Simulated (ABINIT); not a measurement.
CaB2:

```
Ca B
1.0
     3.22643    0.00000    0.00000
    -1.61322    2.79417    0.00000
     0.00000    0.00000    4.06739
Ca B
1 2
Direct
  0.00000 0.00000 0.00000
  0.66667 0.33333 0.50000
  0.33333 0.66667 0.50000
```

The cell comes from a database or a generator and needn't be the stable form of this composition.

```yaml
Program: ABINIT 10.8.3 (patched build)
Task: single point
Functional: PBE
Potentials_or_basis: JTH PAW PBE v2.0
Cutoff: 517 eV
k_mesh: 9 × 9 × 7
Occupations: fermi-dirac, width 0.05 eV
Spin: no spin polarisation
```

On this cell: pressure -0.7 GPa; largest force under 0.003 eV/Å; band gap on the k mesh none (metal or under the smearing width).

The same run follows on a disturbed copy (atoms moved at random, drawn with an rms of 0.05 Å):

```
CELL_PARAMETERS angstrom
3.22643 0.00000 0.00000
-1.61322 2.79417 0.00000
0.00000 0.00000 4.06739
ATOMIC_POSITIONS crystal
Ca 0.99764 0.99966 0.99961
B 0.66869 0.33058 0.49819
B 0.34499 0.67381 0.50784
```

**Question.** What changes?

**Answer.** The energy (extrapolated to zero smearing) moves by +3.1 meV/atom; pressure -0.6 GPa; largest force 0.388 eV/Å; band gap on the k mesh none (metal or under the smearing width).

Forces on the atoms (eV/Å):
```
Ca   0.102  0.029  0.099
B   -0.014  0.035  0.274
B   -0.088 -0.064 -0.373
```

Stress tensor (GPa, compression positive):
```
-0.42  0.32  0.05
 0.32 -1.25  0.04
 0.05  0.04 -0.19
```
